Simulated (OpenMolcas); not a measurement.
# C2HCl5 (SMILES ClC(Cl)C(Cl)(Cl)Cl): r2SCAN/ANO-XS-VDZP (DKH2)

What is the vertical ionisation energy of C2HCl5 at r2SCAN/ANO-XS-VDZP (DKH2)? 

The calculation is run with OpenMolcas 26.06.

11 further runs of the same task are left out: 11 set aside as unsound or not needed.

**1. The structure to begin with**

C2HCl5 has 8 atoms, charge 0, and is taken as a singlet. As SMILES, `ClC(Cl)C(Cl)(Cl)Cl`. Geometry: relaxed at GFN2-xTB.

Bond lengths: Cl1–C2 1.771 Å, C2–Cl3 1.771 Å, C2–C4 1.523 Å, C4–Cl5 1.767 Å, C4–Cl6 1.777 Å, C4–Cl7 1.776 Å, C2–H8 1.093 Å. Some angles: Cl1–C2–Cl3 110.1°, Cl1–C2–C4 109.7°, Cl3–C2–C4 109.7°, C2–C4–Cl5 111.0°, C2–C4–Cl6 109.0°, C2–C4–Cl7 109.1°, Cl5–C4–Cl6 109.5°, Cl5–C4–Cl7 109.6°, Cl6–C4–Cl7 108.7°, Cl1–C2–H8 108.4°.

**2. A single-point energy at r2SCAN/ANO-XS-VDZP (DKH2)**

The input, job.inp:

```
&GATEWAY
Coord
8
bohr
Cl    -1.87606340    -0.42677575     3.56368332
C     -1.46608732     0.08475422     0.28234398
Cl    -2.95301832    -2.35697981    -1.45620405
C      1.34240475     0.15508982    -0.34644349
Cl     2.81984932    -2.73411245     0.43939912
Cl     1.71167613     0.74508122    -3.63069301
Cl     2.78660904     2.65621794     1.36234136
H     -2.36537019     1.87672481    -0.21442722
Basis
ANO-XS-VDZP
Group
NoSym
&SEWARD
Relativistic
R02E00
&SCF
KSDFT
2
1.0 MGGA_X_R2SCAN
1.0 MGGA_C_R2SCAN
Thresholds
1e-06 0.001 0.001 0.01
PrOrbitals
1 1
```

The run is started by

```sh
export MOLCAS_MEM=1860
pymolcas job.inp > job.log
```

The log of the run:

```text
--- Start Module: gateway ---
[...]
--- Stop Module: gateway /rc=_RC_ALL_IS_WELL_ ---
--- Start Module: seward ---
[...]
      Basis functions          123
--- Stop Module: seward /rc=_RC_ALL_IS_WELL_ ---
[...]
--- Start Module: scf ---
[...]
       Convergence after  10 Iterations
[...]
::    Total KS-DFT energy                           -2384.6075953510
[...]
      Total spin, S                                     0.0000000000
[...]
      Total electronic charge=   98.000000
      Total            charge=   -0.000000
[...]
      Dipole Moment (debye):
      Origin of the operator (angstrom)=    0.2202   -0.1833    0.0232
                   X= -4.5697E-01               Y=  9.4726E-01               Z= -2.6285E-01           Total=  1.0841E+00
      Quadrupole Moment (debye*angstrom):
[...]
--- Stop Module: scf /rc=_RC_ALL_IS_WELL_ ---
[...]
```

Wall time 28 s (1 thread of Arm Neoverse V1, shared host); peak memory 0.81 GiB.

**3. The doublet cation**

job.inp: that of step 2 with these lines changed.

```diff
@@ -1,3 +1,3 @@
-&GATEWAY
-Coord
+&gateway
+coord
 8
@@ -12,17 +12,14 @@
 H     -2.36537019     1.87672481    -0.21442722
-Basis
-ANO-XS-VDZP
-Group
-NoSym
-&SEWARD
-Relativistic
-R02E00
-&SCF
-KSDFT
-2
+basis=ANO-XS-VDZP
+group=NoSym
+&seward
+relativistic=R02E00
+&scf
+uhf
+charge=1
+spin=2
+ksdft=2
 1.0 MGGA_X_R2SCAN
 1.0 MGGA_C_R2SCAN
-Thresholds
-1e-06 0.001 0.001 0.01
-PrOrbitals
-1 1
+thresholds=1e-06 0.001 0.001 0.01
+prorbitals=1 1
```

The run is started by

```sh
export MOLCAS_MEM=1860
pymolcas job.inp > job.log
```

The log of the run:

```text
--- Start Module: gateway ---
[...]
--- Stop Module: gateway /rc=_RC_ALL_IS_WELL_ ---
--- Start Module: seward ---
[...]
      Basis functions          123
--- Stop Module: seward /rc=_RC_ALL_IS_WELL_ ---
[...]
--- Start Module: scf ---
[...]
       Convergence after  24 Iterations
[...]
::    Total KS-DFT energy                           -2384.2317318541
[...]
      Total spin, S                                     0.5007226980
[...]
      Total electronic charge=   97.000000
      Total            charge=    1.000000
[...]
      Dipole Moment (debye):
      Origin of the operator (angstrom)=    0.2202   -0.1833    0.0232
                   X= -8.4620E-01               Y=  1.2447E+00               Z= -2.9543E-01           Total=  1.5339E+00
      Center of Charge (angstrom)
[...]
--- Stop Module: scf /rc=_RC_ALL_IS_WELL_ ---
[...]
```

Wall time 76 s (1 thread of Arm Neoverse V1, shared host); peak memory 0.81 GiB.

**4. Results**

Level: r2SCAN/ANO-XS-VDZP (DKH2).

| quantity | value |
| --- | --- |
| singlet C2HCl5: total energy | -2384.60760 Eh |
| singlet C2HCl5: dipole moment | 1.08 D |
| singlet C2HCl5: HOMO energy | -7.53 eV |
| singlet C2HCl5: LUMO energy | -1.51 eV |
| singlet C2HCl5: HOMO–LUMO gap | 6.01 eV |
| doublet cation: total energy | -2384.23173 Eh |
| doublet cation: HOMO energy (highest over α and β) | -13.04 eV |
| doublet cation: LUMO energy (lowest over α and β) | -12.90 eV |
| doublet cation: ⟨S²⟩ | 0.751 |
| vertical ionisation energy (to the doublet cation) | 10.228 eV |

In words: This program's gradients are faulty for this kind of reference, so any forces in the log (doublet cation) can't be trusted; the energy can. Removing an electron at fixed nuclei costs 10.23 eV (987 kJ/mol). The negative HOMO energy of the first species, 7.53 eV, lies 2.70 eV below that difference.
